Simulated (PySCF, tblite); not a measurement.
**C7H15P: geometry, infrared bands and NMR shifts**

What infrared bands and NMR shifts should C7H15P (`C/C=P/CC(C)(C)C`) show?

Computed with tblite 0.8.0 and PySCF 2.14.0, with density-fitted response routines of our own, on a single molecule in the gas phase. Atoms are numbered from 0 throughout.

**1. The starting structure**

23 atoms, charge 0, multiplicity 1; geometry from: force field or distance geometry start.

Bonds of the start (Å): C0–C1 1.52, C1–P2 1.64, P2–C3 1.86, C3–C4 1.53, C4–C5 1.49, C4–C6 1.51, C4–C7 1.52, C0–H8 1.13, C0–H9 1.12, C0–H10 1.09, C1–H11 1.09, C3–H12 1.11, C3–H13 1.10, C5–H14 1.12, C5–H15 1.12, C5–H16 1.13, C6–H17 1.10, C6–H18 1.11, C6–H19 1.10, C7–H20 1.14, C7–H21 1.09, C7–H22 1.10.

**2. Optimising the geometry with GFN2-xTB**

The job: settings as JSON, then the geometry in Å.

```
{"job": {"kind": "relax", "xc": "GFN2-xTB", "basis": "xTB"}, "charge": 0, "multiplicity": 1}
C      4.028600     0.257200     0.025300
C      2.816700    -0.534400    -0.422600
P      1.356800     0.203100    -0.249500
C     -0.219000    -0.643400    -0.759600
C     -1.371800    -0.049700     0.044000
C     -1.087900    -0.263700     1.490000
C     -2.708600    -0.585200    -0.415800
C     -1.434500     1.455600    -0.188900
H      3.871200     1.342500    -0.239400
H      4.012900     0.174900     1.147100
H      4.947000    -0.108600    -0.429600
H      2.950300    -1.543000    -0.803900
H     -0.126800    -1.722100    -0.532600
H     -0.379200    -0.415100    -1.824800
H     -0.216300     0.393200     1.746700
H     -1.919100     0.066000     2.164800
H     -0.847100    -1.331900     1.749300
H     -3.201600     0.116300    -1.112600
H     -3.374000    -0.630500     0.474800
H     -2.620000    -1.565700    -0.901300
H     -2.468000     1.792800     0.137300
H     -0.668900     1.910600     0.436300
H     -1.345400     1.708200    -1.251800
```

Started as:

```bash
$ OMP_NUM_THREADS=1 python probes_run.py task.json out
```

The driver reads the jobs from task.json and runs them one after another.

**Question.** This job is followed by: GFN2-xTB harmonic vibrations, gas phase; GIAO PBE0/pcSseg-1 NMR shielding, non-relativistic, gas phase. Predict these results of the whole session: strongest single infrared mode (GFN2-xTB); zero-point energy (GFN2-xTB); ¹³C shifts against TMS (PBE0/pcSseg-1, means over atoms taken as alike); ¹H shifts against TMS (PBE0/pcSseg-1, means over atoms taken as alike); ³¹P shifts against H3PO4 (PBE0/pcSseg-1).

The runs gave:

```
                                                               quantity                              value
                              strongest single infrared mode (GFN2-xTB)               3034 cm⁻¹, 66 km/mol
                                           zero-point energy (GFN2-xTB)                     126.5 kcal/mol
¹³C shifts against TMS (PBE0/pcSseg-1, means over atoms taken as alike)  204.9, 57.9, 33.3, 32.8, 26.3 ppm
 ¹H shifts against TMS (PBE0/pcSseg-1, means over atoms taken as alike)         9.13, 2.45, 2.18, 1.08 ppm
                               ³¹P shifts against H3PO4 (PBE0/pcSseg-1)                          288.9 ppm
```

What this shows: Over 110 steps the energy fell by 1.007 eV; of the close pairs, C7–H20 changed most, 1.135 to 1.088 Å. No mode is imaginary among the 63: a minimum at this level. GFN2-xTB is a fitted tight-binding method: band positions and strengths are rough. Its intensities can rank the bands wrongly. At PBE0/pcSseg-1: Shielding is most anisotropic at P2 (span 784 ppm, paramagnetic term -941 ppm).
